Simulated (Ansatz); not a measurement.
# GeH5NOSi: the cost of one run

Computed with Ansatz 0.2.0, Gaussian basis. Level: the settings change from run to run.

**1. The geometry**

An earlier PBE0-D4 in a triple-zeta def2 set relaxation fixed the geometry.

9 atoms, charge 0, spin multiplicity 1.

Atoms are counted from 1 here; the program's logs count them from 0.

Bond lengths: N1–Si2 1.688 Å, N1–H5 1.006 Å, N1–H6 1.006 Å, Si2–O3 1.629 Å, Si2–Ge4 2.283 Å, Si2–H7 1.482 Å, O3–Ge4 1.916 Å, Ge4–H8 1.542 Å, Ge4–H9 1.542 Å. Angles: Si2–N1–H5 123.6°, Si2–N1–H6 121.8°, H5–N1–H6 113.2°, N1–Si2–O3 117.8°, N1–Si2–Ge4 127.6°, N1–Si2–H7 106.4°, O3–Si2–Ge4 55.7°, O3–Si2–H7 120.0°, Ge4–Si2–H7 121.2°, Si2–O3–Ge4 79.7°, Si2–Ge4–O3 44.6°, Si2–Ge4–H8 125.6°, Si2–Ge4–H9 123.1°, O3–Ge4–H8 107.9°, O3–Ge4–H9 106.6°, H8–Ge4–H9 108.4°.

As a file:

```xyz
9

N    -0.85411    1.63641    0.07388
Si    0.31255    0.49954   -0.37002
O     1.13535   -0.24835    0.82017
Ge    0.27555   -1.75219    0.00183
H    -1.49058    1.50918    0.84229
H    -1.11258    2.39591   -0.53268
H     1.04101    1.07610   -1.52452
H     1.37101   -2.75097   -0.42254
H    -0.58982   -2.41212    1.09460
```

**2. wB97M-V/def2-SVP**

Set apart from the defaults: multiplicity 3.

in.yaml reads:

```yaml
crystal:
  periodic: [false, false, false]
  atoms:
    - {symbol: N, position_ang: [-0.854106, 1.636410, 0.073883]}
    - {symbol: Si, position_ang: [0.312553, 0.499535, -0.370024]}
    - {symbol: O, position_ang: [1.135351, -0.248352, 0.820167]}
    - {symbol: Ge, position_ang: [0.275552, -1.752190, 0.001829]}
    - {symbol: H, position_ang: [-1.490576, 1.509179, 0.842286]}
    - {symbol: H, position_ang: [-1.112576, 2.395910, -0.532685]}
    - {symbol: H, position_ang: [1.041010, 1.076097, -1.524523]}
    - {symbol: H, position_ang: [1.371011, -2.750972, -0.422538]}
    - {symbol: H, position_ang: [-0.589818, -2.412116, 1.094604]}
basis:
  gaussian: {orbitals: def2-SVP}
magnetization: {spin_polarized: true, initial_magnetization: 2}
hamiltonian: {xc: {name: wB97M-V}}
```

The run is started by

```console
$ ansatz run in.yaml --threads 4 --pin off --events-out ev --progress --plain --max-ram 10444MiB
```

**Question.** How long does this run take on 4 threads of Intel Xeon Platinum 8175M at 2.50GHz, shared host, and how much memory does it need?

About 8.5 s, with a peak of 0.55 GiB.
